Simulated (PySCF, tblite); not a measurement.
**C8H14N2: geometry, infrared bands and NMR shifts**

Wanted: the infrared bands and NMR shifts of C8H14N2 (`C=CN(C)N=C1CCCC1`), by calculation.

Programs: tblite 0.8.0 and PySCF 2.14.0, with density-fitted response routines of our own. Each step states its level of theory. These are calculated values for one molecule in the gas phase, unless marked as measured. Atoms count from 0, in the outputs and in this text.

## (1) The molecule as given

24 atoms, charge 0, multiplicity 1; geometry from: force field or distance geometry start.

Bonds of the start (Å): C0–C1 1.31, C1–N2 1.39, N2–C3 1.46, N2–N4 1.40, N4–C5 1.28, C5–C6 1.50, C6–C7 1.53, C7–C8 1.52, C8–C9 1.51, C9–C5 1.49, C0–H10 1.09, C0–H11 1.08, C1–H12 1.10, C3–H13 1.14, C3–H14 1.10, C3–H15 1.10, C6–H16 1.09, C6–H17 1.11, C7–H18 1.10, C7–H19 1.11, C8–H20 1.13, C8–H21 1.10, C9–H22 1.08, C9–H23 1.13.

## (2) Geometry optimisation with GFN2-xTB

What the job is given:

```
{"job": {"kind": "relax", "xc": "GFN2-xTB", "basis": "xTB"}, "charge": 0, "multiplicity": 1}
C      2.815500    -1.702900    -0.379100
C      2.790500    -0.415200    -0.126100
N      1.717000     0.419100    -0.399900
C      1.787800     1.812100     0.040500
N      0.598400    -0.060100    -1.087900
C     -0.567400    -0.046900    -0.566900
C     -0.875800     0.468600     0.812600
C     -2.085400    -0.414300     1.120600
C     -2.862300    -0.139600    -0.153200
C     -1.833000    -0.529500    -1.186400
H      1.995700    -2.253200    -0.838500
H      3.706100    -2.256800    -0.108000
H      3.668900     0.023800     0.359400
H      1.985400     1.759800     1.158700
H      0.839200     2.337200    -0.161200
H      2.666000     2.325600    -0.374000
H     -1.246400     1.490700     0.791000
H     -0.050000     0.268200     1.529200
H     -1.696200    -1.445800     1.143500
H     -2.612500    -0.105700     2.045900
H     -3.088400     0.968600    -0.144800
H     -3.781200    -0.745500    -0.238000
H     -2.019900    -0.080600    -2.152800
H     -1.863800    -1.657800    -1.212400
```

Command:

```
$ OMP_NUM_THREADS=1 python probes_run.py task.json out
```

The driver reads the jobs from task.json and runs them one after another.

**Question.** This job is followed by: GFN2-xTB harmonic vibrations, gas phase; GIAO PBE0/pcSseg-1 NMR shielding, non-relativistic, gas phase. What will the session give for the following? strongest single infrared mode (GFN2-xTB); zero-point energy (GFN2-xTB); 13C shifts against TMS (PBE0/pcSseg-1); 1H shifts against TMS (PBE0/pcSseg-1, means over atoms taken as alike); 15N shifts against NH3 (PBE0/pcSseg-1); surface potential, 1st and 99th percentile.

As calculated:

| quantity | value |
| --- | --- |
| strongest single infrared mode (GFN2-xTB) | 1685 cm⁻¹, 202 km/mol |
| zero-point energy (GFN2-xTB) | 129.8 kcal/mol |
| 13C shifts against TMS (PBE0/pcSseg-1) | 145.2, 144.4, 90.7, 41.4, 40.2, 32.7, 31.1, 27.2 ppm |
| 1H shifts against TMS (PBE0/pcSseg-1, means over atoms taken as alike) | 5.99, 5.08, 4.07, 3.32, 2.65, 2.58, 1.85, 1.66 ppm |
| 15N shifts against NH3 (PBE0/pcSseg-1) | 349.5, 150.9 ppm |
| surface potential, 1st and 99th percentile | -1.36 V and 1.01 V |

**Reading.** The optimisation took 131 steps and gained 0.884 eV; among the close pairs (by a distance rule), N2–N4 changed most, from 1.398 to 1.334 Å. No mode is imaginary among the 66: a minimum at this level. The strongest single mode, at 1685 cm⁻¹, moves mainly C1 and C0. Unscaled tight-binding wavenumbers are off by several per cent, some by more. Its intensities can rank the bands wrongly. C1 (alkene carbon bearing nitrogen) lies farthest downfield among carbon, at 145.2 ppm; an sp2 carbon further deshielded by the attached heteroatom. H12 (hydrogen on an alkene carbon bearing nitrogen) lies farthest downfield among hydrogen, at 5.99 ppm; attached to an sp2 carbon and in the plane of the double bond. At PBE0/pcSseg-1: Shielding is most anisotropic at N4 (span 569 ppm, paramagnetic term -412 ppm).
